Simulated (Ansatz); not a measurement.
The system is In3As.

```
In As
1.0
     4.67168    0.00000    0.00000
     0.00000    4.67168    0.00000
     0.00000    0.00000    4.67168
In As
3 1
Cartesian
  2.3358 2.3358 0.0000
  2.3358 0.0000 2.3358
  0.0000 2.3358 2.3358
  0.0000 0.0000 0.0000
```

The cell comes from a database or a generator and needn't be the stable form of this composition.

- Program: Ansatz 0.2.0
- Task: relaxation of cell and atoms
- Functional: PBEsol
- Potentials or basis: Ansatz PAW
- Cutoff: 420 eV (not typed: the program's choice for these potentials)
- k mesh: 6 × 6 × 6
- Occupations: fermi-dirac, width 0.05 eV
- Spin: no spin polarisation

At the start: volume 25.49 Å³/atom.

Problem. How do energy, volume and symmetry change on relaxing?

Solution. It ends after 4 steps and the volume is 24.15 Å³/atom (-5.3 %); space group Pm-3m (No. 221, to 0.05 Å).

Step by step:
```tsv
step	energy change (eV)	largest force (eV/Å)	volume (Å³)
1	0.0000	0.0000	101.96
2	-0.0435	0.0000	95.96
3	-0.0438	0.0000	96.59
4	-0.0426	0.0000	96.59
```

Final structure:
```
In As
1.0
     4.58824    0.00000    0.00000
     0.00000    4.58824    0.00000
     0.00000    0.00000    4.58824
In As
3 1
Direct
  0.50000 0.50000 0.00000
  0.50000 0.00000 0.50000
  0.00000 0.50000 0.50000
  0.00000 0.00000 0.00000
```

Caveat: the plane-wave basis is chosen anew once the cell has moved, so the energies of steps on either side of that aren't comparable; the PAW data sets come from PBE, with cores solved anew for the run's functional, which leaves a small shift of forces and pressure.
